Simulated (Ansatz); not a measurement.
Rh, space group P6_3/mmc, a band structure

Computed with the Ansatz DFT code, driven from Python.

Input file `rh.xyz`:
```text
2
Lattice="2.73097904 0.0 0.0 -1.36548952 2.36509723 0.0 0.0 0.0 4.428489" Properties=species:S:1:pos:R:3 pbc="T T T"
Rh    1.36548953    0.78836573    3.32136675
Rh   -0.00000001    1.57673149    1.10712225
```

Run as a notebook:

**Cell 1**
```python
import warnings

import ansatz as az
import matplotlib.pyplot as plt
import numpy as np

warnings.simplefilter("ignore", az.DeckWarning)
```

**Cell 2**
```python
xtal = az.Crystal.from_extxyz("rh.xyz")
```

**Cell 3**
```python
path = [
    ("G", (0.0, 0.0, 0.0)),
    ("M", (0.5, 0.0, 0.0)),
    ("K", (0.33333, 0.33333, 0.0)),
    ("G", (0.0, 0.0, 0.0)),
    ("A", (0.0, 0.0, 0.5)),
    ("L", (0.5, 0.0, 0.5)),
    ("H", (0.33333, 0.33333, 0.5)),
]
job = (
    xtal.calculation()
    .functional(az.Functional.PBESOL, dispersion="d4")
    .basis(16 * az.Ha, xc_grid=2)
    .kpoints(6, 6, 3)
    .occupations(az.OccupationsMethod.GAUSSIAN, width=0.15)
    .mixing("msr1", beta=0.2)
    .scf(max_iterations=80)
    .band_structure([point for _, point in path], intervals=6)
    .scf(extra_bands=8)
)
planned = job.session().plan(threads=1)
facts = planned.describe()
print("plan:", facts["n_bands"], "bands,", len(facts["kpoints_frac"]), "k-points, plane waves", facts["n_pw_range"], "grid", facts["fft_dense"])
outcome = planned.execute()
r = outcome.report
```
Output:
```text
plan: 25 bands, 14 k-points, plane waves [564, 609] grid [20, 20, 32]
```

**Cell 4**
```python
sorted(key for key in r if key.endswith("_ev"))
```
Output:
```text
['eigenvalues_ev', 'energy_sigma0_ev', 'entropy_ts_ev', 'fermi_energy_ev', 'free_energy_ev',
 'gap_by_band_count_ev', 'harris_foulkes_ev', 'internal_energy_ev', 'lagrangian_above_aufbau_ev',
 'lagrangian_ev', 'lagrangian_sigma0_ev', 'loop_eigenvalues_ev', 'loop_fermi_energy_ev',
 'occupations_fermi_energy_ev', 'residual_norms_ev']
```

**Cell 5**
```python
r["n_iterations"], r["closed_by"]
```
Output:
```text
(6, 'deck_thresholds')
```

**Cell 6**
```python
print(f"free energy      {r['free_energy_ev']:.5f} eV")
print(f"per atom         {r['free_energy_ev'] / len(outcome.lattice.sites):.5f} eV")
print(f"SCF iterations   {r['n_iterations']}  (converged: {r['converged']})")

bands = outcome.band_structure()
fermi = bands.fermi_energy_ev
print(f"zero of the bands: {fermi:.3f} eV, the Fermi level found on the SCF mesh")
reciprocal = 2 * np.pi * np.linalg.inv(outcome.lattice.cell_ang).T
steps = np.linalg.norm(np.diff(bands.kpoints_frac @ reciprocal, axis=0), axis=1)
distance = np.concatenate([[0], np.cumsum(steps)])
fig, ax = plt.subplots(figsize=(5, 4))
for channel, colour in zip(bands.channels, ("C0", "C3")):
    ax.plot(distance, channel.eigenvalues_ev - fermi, colour, lw=1)
ax.set_xticks(distance[::6], [label for label, _ in path])
ax.set(ylim=(-4, 4), ylabel="E - E_F (eV)", xlim=(0, distance[-1]))
ax.grid(axis="x")
fig.savefig("bands.png", dpi=100)
first = bands.channels[0].eigenvalues_ev - fermi
near = np.argsort(np.abs(first.mean(axis=0)))[:4]
for band in sorted(near):
    print(f"band {band + 1}: {first[:, band].min():.3f} to {first[:, band].max():.3f} eV")
```
Output:
```text
free energy      -12678.28719 eV
per atom         -6339.14360 eV
SCF iterations   6  (converged: True)
zero of the bands: 21.095 eV, the Fermi level found on the SCF mesh
band 15: -2.839 to -0.191 eV
band 16: -2.839 to 0.550 eV
band 17: -1.924 to 0.719 eV
band 18: -1.595 to 0.832 eV
```

What to keep in mind:
- These settings explore the input space; cutoff and mesh may be short of convergence.
- Dispersion corrections can be off by several per cent in the lattices of metals, and by several GPa in the pressure at a fixed cell.
- For a metal this k-point mesh is coarse: on a finer one energies can move by several to tens of meV an atom and pressures by half a GPa or more, differences at one mesh by less.
- The free energy holds a sizeable smearing term, which stands for no physical temperature.
- A gap by band count of zero or less means overlapping bands, a metal.
- This isn't the structure that Rh takes at ambient conditions.
- Gaps and levels are Kohn-Sham values on a finite set of k-points, without spin-orbit coupling.
- It ran for 2.4 s on 1 thread of Arm Neoverse V2 (shared host), peak memory 0.35 GiB.

(Lines on the test bed's own set-up are left out of the output.)
